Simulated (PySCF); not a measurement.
**RuHCl: triplet, from a bent start**

Aim: relax RuHCl as a triplet from a bent start, check by its vibrations whether the end is a minimum, and collect its spectrum and constants.

The runs use PySCF 2.14.0; PBE0, basis Ru def2-TZVP with ECP28, H def2-TZVP, Cl def2-TZVP, scalar-relativistic core potentials, no spin–orbit coupling, density fitting.

**1. The system as given**

3 atoms, charge 0, spin multiplicity 3.

Bond lengths: Ru1–H2 1.570 Å, Ru1–Cl3 2.240 Å. Angles: H2–Ru1–Cl3 110.0°.

Coordinates in bohr (charge 0 multiplicity 3):
```
Ru    0.0000    0.0000    0.0000
H    -2.4304    0.0000    1.7017
Cl    3.4675    0.0000    2.4279
```

**2. The SCF at the typed geometry**

The steps below are one call of a driver around PySCF. For each, scf.py gives the equivalent set-up of the SCF; relaxations use the driver's own optimiser. After this first run the driver tries any further starts and a stability analysis.

File scf.py:

```python
from pyscf import gto, scf, dft
mol = gto.M(atom='''
Ru     0.000000     0.000000     0.000000
H     -1.286100     0.000000     0.900500
Cl     1.834900     0.000000     1.284800''',
    basis={'Ru': 'def2-TZVP', 'H': 'def2-TZVP', 'Cl': 'def2-TZVP'},
    ecp={'Ru': 'def2-TZVP'},
    charge=0, spin=2)
mf = dft.UKS(mol, xc='PBE0')
mf.grids.atom_grid = (50, 194)
aux = {'Ru': 'def2-universal-JKFIT', 'H': 'def2-universal-JKFIT', 'Cl': 'def2-universal-JKFIT'}
mf = mf.density_fit(auxbasis=aux)
mf.conv_tol = 1e-08
mf.diis_space = 10
mf.max_cycle = 60
mf.init_guess = 'minao'
mf.verbose = 4
mf.kernel()
```

Command:

```
$ OMP_NUM_THREADS=2 python axn.py task.json out
```

Further steps of the session: Relaxation: bent start, triplet; Hessian and properties.

Q: Predict the outcome of this session. Wanted: minimum; geometry; wavenumbers; dipole moment; highest occupied, lowest empty level; polar-tensor charge of Ru1; zero-point energy; atomisation energy; ⟨S²⟩.

The runs gave:

| quantity | value |
| --- | --- |
| minimum | triplet, Cs |
| geometry | Ru–Cl 2.197 Å, Ru–H 1.552 Å; Cl–Ru–H 99.3° |
| wavenumbers (cm⁻¹) | 396 (a'), 515 (a'), 2151 (a') |
| dipole moment | 3.92 D |
| highest occupied, lowest empty level (either spin) | -6.32, -2.98 eV |
| polar-tensor charge of Ru1 | +0.79 e |
| zero-point energy | 18.3 kJ/mol |
| entropy at 298.15 K | 278.5 J/(mol K) |
| atomisation energy (no zero-point energy) | 590 kJ/mol |
| ⟨S²⟩ | 2.019 |

**Reading.** The molecule stays Cs, as typed, and the end point is a minimum. In the infrared the band at 2151 cm⁻¹ (a', stretch) leads. Most of the spin sits on Ru1 (Mulliken spin 2.04, against 2 for the whole molecule). Only this shape and spin were tried, so other structures or states may lie lower. One determinant may miss the lowest occupation of an open d or f shell.
